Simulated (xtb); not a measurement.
# GFN0-xTB run of SiPH3Cl2 (SMILES P[SiH](Cl)Cl)

What is the electronic atomisation energy of SiPH3Cl2 at GFN0-xTB? 

The calculation is run with xtb 6.7.1.

13 further runs of the same task are left out: 13 set aside as unsound or not needed.

## Step 1: The structure to begin with

SiPH3Cl2: 7 atoms, total charge 0, spin state singlet. As SMILES, `P[SiH](Cl)Cl`. Geometry: relaxed at GFN2-xTB. This is one conformer, not always the lowest.

Bond lengths: P1–Si2 2.246 Å, Si2–Cl3 2.020 Å, Si2–Cl4 2.020 Å, P1–H5 1.386 Å, P1–H6 1.387 Å, Si2–H7 1.461 Å. Angles: P1–Si2–Cl3 107.4°, P1–Si2–Cl4 107.6°, Cl3–Si2–Cl4 109.9°, P1–Si2–H7 117.7°, Cl3–Si2–H7 107.0°, Cl4–Si2–H7 107.1°, Si2–P1–H5 94.6°, Si2–P1–H6 94.9°, H5–P1–H6 93.0°.

## Step 2: Energy and gradient at GFN0-xTB

Input file mol.xyz:

```xyz
7

P     -1.36294     0.69566     0.05483
Si     0.52006    -0.52912     0.07126
Cl     0.87633    -1.06628     1.98607
Cl     0.18773    -2.17462    -1.05257
H     -1.18558     1.15681    -1.24058
H     -0.77595     1.82120     0.61273
H      1.74035     0.09635    -0.43174
```

The run is started by

```console
$ xtb mol.xyz --gfn 0 --uhf 0 --grad > xtb.out 2> xtb.err
```

What it wrote:

```text
* xtb version 6.7.1
[...]
          :  # basis functions                  46          :
[...]
          :  # electrons                        26          :
[...]
 Zeroth order Hamiltonian       ...        0 min,  0.000 sec ( 11.612%)
[...]
         ::                     SUMMARY                     ::
         :::::::::::::::::::::::::::::::::::::::::::::::::::::
         :: total energy             -14.548241221568 Eh    ::
         :: gradient norm              0.021328366240 Eh/a0 ::
         :: HOMO-LUMO gap              4.313343638330 eV    ::
         ::.................................................::
         :: H0 energy                -14.546093810933 Eh    ::
         :: repulsion energy           0.069002250304 Eh    ::
         :: electrostat energy        -0.068849009201 Eh    ::
         :: -> Gsolv                   0.000000000000 Eh    ::
         ::    -> Gsasa                0.000000000000 Eh    ::
         ::    -> Gshift               0.000000000000 Eh    ::
         :: dispersion energy         -0.002300651738 Eh    ::
         :: short-range corr.          0.000000000000 Eh    ::
         :: add. restraining           0.000000000000 Eh    ::
         :: total charge              -0.000000000000 e     ::
         :::::::::::::::::::::::::::::::::::::::::::::::::::::
[...]
        13        2.0000           -0.3987456             -10.8504 (HOMO)
        14                         -0.2402331              -6.5371 (LUMO)
[...]
          | TOTAL ENERGY              -14.548241221568 Eh   |
          | GRADIENT NORM               0.021328366240 Eh/α |
          | HOMO-LUMO GAP               4.313343638330 eV   |
           -------------------------------------------------
[...]
```

Standard error:

```text
normal termination of xtb
```

Run time: 0.034 s. Hardware: 1 thread of Intel Xeon 6975P-C (Granite Rapids), shared host.

## Step 3: The Cl atom: the energy at GFN0-xTB

Input file .CHRG:

```
0
```

Input file .UHF:

```
1
```

Input file geom.xyz:

```xyz
1
Cl
Cl     0.00000000     0.00000000     0.00000000
```

Run the same way, it converges to -4.20497 Eh (log not shown).

## Step 4: The H atom: the energy at GFN0-xTB

Input file coord:

```
$coord
      0.000000000000      0.000000000000      0.000000000000  h
$end
```

Run the same way, it converges to -0.43814 Eh (log not shown).

## Step 5: The P atom: the energy at GFN0-xTB

Input file detailed.inp:

```
$chrg 0
$spin 3
$end
```

Input file coord:

```
$coord
      0.000000000000      0.000000000000      0.000000000000  p
$end
```

Run the same way, it converges to -2.24288 Eh (log not shown).

## Step 6: The Si atom: the energy at GFN0-xTB

Input file struc.xyz:

```xyz
1

Si     0.00000     0.00000     0.00000
```

The run is started by

```console
$ xtb struc.xyz --gfn 0 -c 0 --uhf 2 -P 1 > struc.out
```

What it wrote:

```text
* xtb version 6.7.1
[...]
          :  # basis functions                  10          :
[...]
          :  # electrons                         4          :
[...]
 Zeroth order Hamiltonian       ...        0 min,  0.000 sec ( 22.754%)
[...]
         ::                     SUMMARY                     ::
         :::::::::::::::::::::::::::::::::::::::::::::::::::::
         :: total energy              -1.648595165637 Eh    ::
         :: gradient norm              0.000000000000 Eh/a0 ::
         :: HOMO-LUMO gap              0.000000000000 eV    ::
         ::.................................................::
         :: H0 energy                 -1.648595165637 Eh    ::
         :: repulsion energy           0.000000000000 Eh    ::
         :: electrostat energy         0.000000000000 Eh    ::
         :: -> Gsolv                   0.000000000000 Eh    ::
         ::    -> Gsasa                0.000000000000 Eh    ::
         ::    -> Gshift               0.000000000000 Eh    ::
         :: dispersion energy          0.000000000000 Eh    ::
         :: short-range corr.          0.000000000000 Eh    ::
         :: add. restraining           0.000000000000 Eh    ::
         :: total charge               0.000000000000 e     ::
         :::::::::::::::::::::::::::::::::::::::::::::::::::::
[...]
         3        0.6667           -0.3041018              -8.2750 (HOMO)
         4        0.6667           -0.3041018              -8.2750 (LUMO)
[...]
          | TOTAL ENERGY               -1.648595165637 Eh   |
          | GRADIENT NORM               0.000000000000 Eh/α |
          | HOMO-LUMO GAP               0.000000000000 eV   |
           -------------------------------------------------
[...]
```

Standard error:

```text
normal termination of xtb
```

Run time: 0.03 s. Hardware: 1 thread of Intel Xeon 6975P-C (Granite Rapids), shared host.

## Step 7: Results

At GFN0-xTB:

| quantity | value |
| --- | --- |
| molecule: total energy | -14.54824 Eh |
| molecule: dipole moment | 1.26 D |
| molecule: HOMO energy | -10.85 eV |
| molecule: LUMO energy | -6.54 eV |
| molecule: HOMO–LUMO gap | 4.31 eV |
| molecule: dispersion energy | -6.04 kJ/mol |
| molecule: largest force on an atom | 0.591 eV/Å |
| molecule: mean polarisability (D4 model) | 85.0 bohr³ |
| Cl atom: total energy | -4.20497 Eh |
| Cl atom: dipole moment | 0.00 D |
| Cl atom: HOMO energy (partly filled) | -12.37 eV |
| Cl atom: LUMO energy | -1.90 eV |
| Cl atom: mean polarisability (D4 model) | 14.7 bohr³ |
| H atom: total energy | -0.43814 Eh |
| H atom: dipole moment | 0.00 D |
| H atom: HOMO energy (partly filled) | -11.92 eV |
| H atom: mean polarisability (D4 model) | 5.0 bohr³ |
| P atom: total energy | -2.24288 Eh |
| P atom: dipole moment | 0.00 D |
| P atom: HOMO energy (partly filled) | -9.87 eV |
| P atom: LUMO energy | -1.63 eV |
| P atom: mean polarisability (D4 model) | 25.9 bohr³ |
| Si atom: total energy | -1.64860 Eh |
| Si atom: dipole moment | 0.00 D |
| Si atom: HOMO energy (partly filled) | -8.28 eV |
| Si atom: LUMO energy | -8.28 eV |
| electronic atomisation energy | 25.372 eV |

What this shows: The method runs without spin polarisation, so open shells lack the exchange term that lowers high spin: such energies come out too high. The largest force (molecule) is 0.59 eV/Å: the shape isn't a stationary point for this species at this level. Taking the molecule apart into free atoms costs 25.37 eV (585 kcal/mol), before zero-point energy and without spin-orbit coupling. Tight-binding and semi-empirical models aren't fitted to free atoms, so this value can be far from the true one.
